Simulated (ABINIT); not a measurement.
Crystal: HPbNO4.

```
CELL_PARAMETERS angstrom
4.27531 -0.00040 0.00636
-2.08399 5.20775 -0.04907
-2.12377 -1.86574 4.91491
ATOMIC_POSITIONS crystal
H 0.99073 0.03330 0.90994
Pb 0.50274 0.81989 0.14287
N 0.00838 0.47408 0.50265
O 0.99816 0.92741 0.02877
O 0.19467 0.73435 0.60852
O 0.81673 0.35882 0.24556
O 0.01381 0.33121 0.65217
```

The cell was built by a generator and needn't be a form met in nature.

Base run:

* Program: ABINIT 10.8.3 (patched build)
* Functional: PBE
* Potentials or basis: JTH PAW PBE v2.0
* Cutoff: 707 eV
* k mesh: 5 × 4 × 4
* Occupations: fermi-dirac, width 0.05 eV
* Spin: no spin polarisation

Its results: band gap on the k mesh 2.95 eV, indirect (least direct gap 3.15 eV); pressure -0.3 GPa; largest force 0.086 eV/Å.

Q: The run is repeated on the same cell with these changes: potentials or basis from JTH PAW PBE v2.0 to SG15 NC PBE v1.2; cutoff from 707 eV to 1143 eV. What comes out?

A: Band gap on the k mesh 2.93 eV, indirect (least direct gap 3.14 eV); pressure 0.1 GPa; largest force 0.110 eV/Å.

Caveats: spin-orbit coupling is left out, which as a rule narrows the gap of such compounds by several tenths of an eV; an odd mesh through Γ misses points on the zone boundary, where band edges often lie; the atomic spheres overlap (some runs).
